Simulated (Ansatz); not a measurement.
# H₂SeS₂ (SMILES SS[SeH]): functionals against CCSD(T) at one geometry

An exercise on one series of results from a longer session: the logs are not shown, and one member is left open.

Program: Ansatz 0.2.0, Gaussian basis. Level of theory: single points in def2-TZVPP. These are calculated values, not measurements.

Correlated methods freeze the cores. Filled d shells of the heavier atoms are correlated.

### Starting geometry

SMILES `SS[SeH]`, 5 atoms, charge 0, spin multiplicity 1.

Atoms are counted from 1 here; the program's logs count them from 0.

Bond lengths: S1–S2 2.053 Å, S1–H4 1.489 Å, S2–Se3 2.290 Å, Se3–H5 1.433 Å. Angles: S2–S1–H4 101.3°, S1–S2–Se3 108.9°, S2–Se3–H5 94.6°.

Coordinates:

```
S    -1.74660   -0.22820    0.32150
S     0.04210   -1.22420    0.17280
Se    1.73540    0.20390    0.75420
H    -1.85030    0.38880   -1.02920
H     1.84450    0.78860   -0.54980
```

The first run:

run/in.yaml reads:

```yaml
crystal:
  periodic: [false, false, false]
  atoms:
    - {symbol: S, position_ang: [-1.746600, -0.228200, 0.321500]}
    - {symbol: S, position_ang: [0.042100, -1.224200, 0.172800]}
    - {symbol: Se, position_ang: [1.735400, 0.203900, 0.754200]}
    - {symbol: H, position_ang: [-1.850300, 0.388800, -1.029200]}
    - {symbol: H, position_ang: [1.844500, 0.788600, -0.549800]}
basis:
  gaussian: {orbitals: def2-TZVPP}
correlation: {method: ccsd_t}
output: {forces: true}
```

No record of the launch command was kept for these runs.

Among the steps run: CCSD(T)/def2-TZVPP; PBE0-D4/def2-TZVPP; wB97M-V/def2-TZVPP; r2SCAN-D4/def2-TZVPP; PBE-D4/def2-TZVPP; CAM-B3LYP-D4/def2-TZVPP; LC-wPBE/def2-TZVPP.

One table of the session follows, with a row left open; its other results are not shown here.

```
      method  RMS force component (eV/Å)  angle to CCSD(T) forces (°)  dipole (D)
     CCSD(T)                       0.983                    reference        1.52
     PBE0-D4                       1.003                         10.5        1.58
     wB97M-V                           ?                            ?           ?
   r2SCAN-D4                       0.938                          9.2        1.57
      PBE-D4                       0.886                         13.8        1.48
CAM-B3LYP-D4                       1.015                          6.0        1.57
     LC-wPBE                       1.144                         15.4        1.71
```

Q: Estimate the row for wB97M-V from the others.

**Answer.** RMS force component (eV/Å): 1.022; angle to CCSD(T) forces (°): 6.4; dipole (D): 1.52. In the column «RMS force component (eV/Å)» it lies between CAM-B3LYP-D4 (1.015) and LC-wPBE (1.144).
